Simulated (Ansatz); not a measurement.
NiMoIrPdW:

```
Ni Mo Pd Ir W
1.0
     4.14670    0.00000    0.00000
    -2.07335    3.59115    0.00000
     0.00000    0.00000    5.41629
Ni Mo Pd Ir W
1 1 1 1 1
Cartesian
  0.0000 0.0000 0.1203
  2.0734 1.1970 2.4913
  0.0000 2.3941 4.0406
  0.0000 2.3941 1.3888
  2.0734 1.1970 5.4155
```

The cell was built by a generator and needn't be a form met in nature.

| Quantity | Value |
| --- | --- |
| Program | Ansatz 0.2.0 |
| Task | relaxation of cell and atoms |
| Functional | revPBE |
| Potentials or basis | Ansatz PAW |
| Cutoff | 420 eV (not typed: the program's choice for these potentials) |
| k mesh | 5 × 5 × 4 |
| Occupations | fermi-dirac, width 0.05 eV |
| Spin | collinear spin, ferromagnetic start |
| Starting moments | [1.0, 1.0, 0.0, 0.6, 0.0] μB |

At the start: volume 16.13 Å³/atom.

Q: How do energy, volume and symmetry change on relaxing?

A: It ends after 6 steps and the volume is 16.37 Å³/atom (+1.5 %); space group P3m1 (No. 156, to 0.05 Å); moment 0.00 μB per cell.

The path:
| step | energy change (eV) | largest force (eV/Å) | volume (Å³) |
| --- | --- | --- | --- |
| 1 | 0.0000 | 0.1088 | 80.66 |
| 2 | -0.0107 | 0.0275 | 81.87 |
| 3 | -0.0109 | 0.0249 | 81.84 |
| 4 | -0.0111 | 0.0253 | 81.86 |
| 5 | -0.0112 | 0.0011 | 81.85 |
| 6 | -0.0117 | 0.0011 | 81.85 |

Final structure:
```
CELL_PARAMETERS angstrom
4.16185 0.00000 0.00000
-2.08093 3.60427 0.00000
0.00000 0.00000 5.45675
ATOMIC_POSITIONS crystal
Ni 0.00000 0.00000 0.02656
Mo 0.66667 0.33333 0.45503
Pd 0.33333 0.66667 0.74543
Ir 0.33333 0.66667 0.25794
W 0.66667 0.33333 0.99947
```

Caveat: the plane-wave basis is chosen anew once the cell has moved, so the energies of steps on either side of that aren't comparable; the PAW data sets come from PBE, with cores solved anew for the run's functional, which leaves a small shift of forces and pressure; the starting moments weren't kept.
